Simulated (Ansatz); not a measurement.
Predict the output of the script below (Ansatz's Python interface).

Script `run_bde.py`:
```python
import ansatz as az


def total_energy(molecule, charge=0, unpaired=0):
    calc = molecule.calculation().basis(gaussian='def2-SVP').functional('pbe0')
    if charge:
        calc = calc.charge(charge)
    if unpaired:
        calc = calc.spin('collinear', total=unpaired)
    report = calc.run().report
    if report['published_state_doubts']:
        print('  doubts:', report['published_state_doubts'])
    return report['free_energy_ev']

GEOMETRY = '''
F    -0.66950   -0.45140    1.92130
C     0.45240   -0.41420    1.22950
F     1.12770   -1.47360    1.68350
C     0.27100   -0.59890   -0.24910
Si   -0.56710    0.85030   -1.08710
H     1.01080    0.51700    1.46780
H     1.17050   -0.85070   -0.73670
H    -0.41320   -1.46560   -0.38530
H    -0.71120    0.62620   -2.48350
H    -1.90270    1.16200   -0.47790
H     0.29680    2.04180   -0.86200
'''

def without(molecule, index):
    rest = az.Crystal.molecule()
    for i, site in enumerate(molecule.cartesian_sites):
        if i != index:
            rest = rest.atom(site.symbol, site.position_ang)
    return rest


def main() -> None:
    mol = az.Crystal.molecule()
    for line in GEOMETRY.strip().splitlines():
        symbol, *xyz = line.split()
        mol = mol.atom(symbol, [float(v) for v in xyz])

    whole = total_energy(mol, 0)
    hydrogen = total_energy(az.Crystal.molecule().atom('H', (0, 0, 0)), 0, 1)
    print(f'E(molecule) = {whole:.5f} eV, E(H) = {hydrogen:.5f} eV')
    for index in [5, 7, 10]:
        radical = total_energy(without(mol, index), 0, 1)
        print(f'H{index}: homolysis {(radical + hydrogen - whole):.3f} eV')
        anion = total_energy(without(mol, index), -1)
        print(f'H{index}: loss of a proton {(anion - whole):.3f} eV')


if __name__ == '__main__':
    main()
```

```console
$ python run_bde.py
E(molecule) = -15463.58758 eV, E(H) = -13.61361 eV
H5: homolysis 4.511 eV
H5: loss of a proton 18.436 eV
H7: homolysis 4.744 eV
H7: loss of a proton 17.430 eV
H10: homolysis 3.981 eV
H10: loss of a proton 17.189 eV
```

Notes:
- Total energies depend on the basis set; only differences at equal settings carry meaning.
- The geometry is a force-field or estimated start, not a minimum of this method, and the basis set is short of its limit. All parts are taken at fixed geometry, without zero-point energy.
- Anions want diffuse functions, which this basis lacks.
- Timing: 31 s on 1 thread of Intel(R) Xeon(R) Platinum 8259CL CPU @ 2.50GHz (Skylake/Cascade Lake), with other jobs on the host, peak memory 0.33 GiB.
